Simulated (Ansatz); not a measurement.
# C9H17N: the cost of one run

Method: DFT PBE+D3(BJ), Gaussian basis def2-SVP, and further levels as typed in the inputs, in Ansatz 0.2.0.

## Step 1: Starting point

Bond lengths (14 of 28 bonds, heavy atoms first): C1–C2 1.524 Å, C2–C3 1.541 Å, C3–C4 1.517 Å, C4–C5 1.521 Å, C5–C6 1.535 Å, C6–C7 1.536 Å, C7–C8 1.535 Å, C4–C9 1.520 Å, C8–C9 1.523 Å, C2–N10 1.485 Å, C9–N10 1.465 Å, C1–H11 1.095 Å, C1–H12 1.095 Å, C1–H13 1.096 Å. Angles (14 of 57 angles, heavy atoms first): C1–C2–C3 112.4°, C1–C2–N10 110.8°, C3–C2–N10 106.7°, C2–C3–C4 103.1°, C3–C4–C5 117.6°, C3–C4–C9 101.7°, C5–C4–C9 110.6°, C4–C5–C6 109.4°, C5–C6–C7 112.9°, C6–C7–C8 112.9°, C7–C8–C9 109.3°, C4–C9–C8 110.1°, C4–C9–N10 102.3°, C8–C9–N10 116.5°.

Coordinates:

```xyz
27

C     3.2394    0.2675    0.7283
C     2.1520    0.2393   -0.3394
C     1.3479   -1.0749   -0.3245
C    -0.0258   -0.6312    0.1404
C    -1.2173   -1.4817   -0.2707
C    -2.5139   -0.7966    0.1820
C    -2.6088    0.6660   -0.2764
C    -1.3529    1.4804    0.0641
C    -0.1232    0.7577   -0.4707
N     1.1776    1.3395   -0.1300
H     3.9660   -0.5338    0.5570
H     3.7804    1.2198    0.7103
H     2.8221    0.1333    1.7326
H     2.6216    0.3653   -1.3223
H     1.7706   -1.8395    0.3350
H     1.2957   -1.4896   -1.3386
H    -0.0115   -0.5620    1.2392
H    -1.2358   -1.6166   -1.3591
H    -1.1465   -2.4791    0.1773
H    -3.3769   -1.3567   -0.1953
H    -2.5701   -0.8280    1.2775
H    -2.7649    0.6874   -1.3624
H    -3.4870    1.1372    0.1792
H    -1.4292    2.4821   -0.3739
H    -1.2851    1.6081    1.1518
H    -0.1987    0.6996   -1.5662
H     1.1744    1.6066    0.8548
```

## Step 2: Relaxing the atoms: C9H17N

The input, input.yaml:

```yaml
relax:
  f_tol: 0.01
  max_steps: 200
crystal:
  periodic: [false, false, false]
  atoms:
    - { symbol: C, position_ang: [3.239363, 0.26749, 0.72832] }
    - { symbol: C, position_ang: [2.152019, 0.239341, -0.339448] }
    - { symbol: C, position_ang: [1.347869, -1.074914, -0.324511] }
    - { symbol: C, position_ang: [-0.025777, -0.63119, 0.140401] }
    - { symbol: C, position_ang: [-1.217288, -1.481741, -0.270699] }
    - { symbol: C, position_ang: [-2.513874, -0.796576, 0.182026] }
    - { symbol: C, position_ang: [-2.608809, 0.66597, -0.276431] }
    - { symbol: C, position_ang: [-1.352869, 1.480397, 0.064127] }
    - { symbol: C, position_ang: [-0.123234, 0.757677, -0.470654] }
    - { symbol: "N", position_ang: [1.177568, 1.339498, -0.130026] }
    - { symbol: H, position_ang: [3.966029, -0.53377, 0.556977] }
    - { symbol: H, position_ang: [3.780354, 1.219776, 0.710257] }
    - { symbol: H, position_ang: [2.822122, 0.133256, 1.732602] }
    - { symbol: H, position_ang: [2.62155, 0.365295, -1.322324] }
    - { symbol: H, position_ang: [1.77062, -1.839518, 0.334997] }
    - { symbol: H, position_ang: [1.295681, -1.489564, -1.338648] }
    - { symbol: H, position_ang: [-0.011517, -0.562009, 1.239238] }
    - { symbol: H, position_ang: [-1.235793, -1.616632, -1.359069] }
    - { symbol: H, position_ang: [-1.14654, -2.479075, 0.17734] }
    - { symbol: H, position_ang: [-3.376851, -1.35671, -0.195327] }
    - { symbol: H, position_ang: [-2.570073, -0.82799, 1.277455] }
    - { symbol: H, position_ang: [-2.764862, 0.687379, -1.362355] }
    - { symbol: H, position_ang: [-3.487045, 1.137152, 0.179177] }
    - { symbol: H, position_ang: [-1.42921, 2.482104, -0.373899] }
    - { symbol: H, position_ang: [-1.285115, 1.608111, 1.151823] }
    - { symbol: H, position_ang: [-0.198693, 0.699638, -1.566158] }
    - { symbol: H, position_ang: [1.174375, 1.606605, 0.854807] }
basis:
  gaussian: { orbitals: def2-SVP }
hamiltonian:
  xc: pbe
  dispersion: d3bj
```

Started as:

```sh
> ansatz run input.yaml --threads 2 --pin off --max-ram 6144MiB --backend cpu --events-out ev --progress --plain --runs-dir out
```

**Question.** How long does this run take on 2 threads of Arm Neoverse V2, shared host, and how much memory does it need?

About 84 s, with a peak of 0.39 GiB.
